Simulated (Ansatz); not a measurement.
**C3H4AlF: basis-set convergence**

An exercise on one series of results from a longer session: the logs are not shown, and one member is left open.

Method: one geometry, several basis sets; program: Ansatz 0.2.0, Gaussian basis.

The runs, in order: PBE0-D4/def2-SVP; ωB97M-V/def2-SVP; PBE0-D4/def2-QZVPP; ωB97M-V/def2-QZVPP; CCSD(T)/cc-pV(D+d)Z; CCSD(T)/cc-pV(T+d)Z; CCSD(T)/cc-pV(Q+d)Z; the functionals' def2-TZVPP values are taken from earlier runs.

### Structure used throughout

All runs share one geometry, relaxed beforehand with PBE0-D4 in a triple-zeta def2 set.

SMILES `C#[C][Al]([CH3])[F]`, 9 atoms, charge 0, spin multiplicity 1.

Atoms are counted from 1 here; the program's logs count them from 0.

Bond lengths: C1–C2 1.210 Å, C1–H6 1.067 Å, C2–Al3 1.900 Å, Al3–C4 1.931 Å, Al3–F5 1.650 Å, C4–H7 1.094 Å, C4–H8 1.094 Å, C4–H9 1.092 Å. Angles: C2–C1–H6 179.6°, C1–C2–Al3 177.8°, C2–Al3–C4 124.6°, C2–Al3–F5 116.1°, C4–Al3–F5 119.2°, Al3–C4–H7 110.8°, Al3–C4–H8 110.9°, Al3–C4–H9 112.0°, H7–C4–H8 106.6°, H7–C4–H9 108.1°, H8–C4–H9 108.2°.

Set-up of the first run:

The input, in.yaml:

```yaml
crystal:
  periodic: [false, false, false]
  atoms:
    - {symbol: C, position_ang: [0.214806, 2.769921, 0.344176]}
    - {symbol: C, position_ang: [0.305467, 1.631252, -0.055038]}
    - {symbol: Al, position_ang: [0.406602, -0.178290, -0.626566]}
    - {symbol: C, position_ang: [-0.438443, -1.662206, 0.274072]}
    - {symbol: F, position_ang: [1.286180, -0.460275, -1.993427]}
    - {symbol: H, position_ang: [0.139173, 3.776163, 0.690374]}
    - {symbol: H, position_ang: [-1.159584, -2.156883, -0.383642]}
    - {symbol: H, position_ang: [0.298932, -2.419758, 0.555669]}
    - {symbol: H, position_ang: [-0.964633, -1.346123, 1.177281]}
basis:
  gaussian: {orbitals: def2-SVP}
hamiltonian: {xc: pbe0, dispersion: d4}
output: {orbitals: {seedname: orbitals}}
```

Run with:

```sh
> ansatz run in.yaml --threads 2 --pin off --events-out ev --progress --plain --max-ram 32768MiB --backend cpu
```

Among the steps run: PBE0-D4 in def2-SVP; ωB97M-V in def2-SVP; PBE0-D4 in def2-QZVPP; ωB97M-V in def2-QZVPP.

One of the session's tables, all rows but one given; the rest of the session is left out.

```
functional       basis  HOMO (eV)
   PBE0-D4    def2-SVP      -8.24
   PBE0-D4  def2-TZVPP          ?
   PBE0-D4  def2-QZVPP      -8.33
   ωB97M-V    def2-SVP     -10.49
   ωB97M-V  def2-TZVPP     -10.58
   ωB97M-V  def2-QZVPP     -10.60
```

Estimate the missing values for PBE0-D4, def2-TZVPP.

The run gave: HOMO (eV): -8.32. In the column «HOMO (eV)» it lies between PBE0-D4, def2-QZVPP (-8.33) and PBE0-D4, def2-SVP (-8.24).
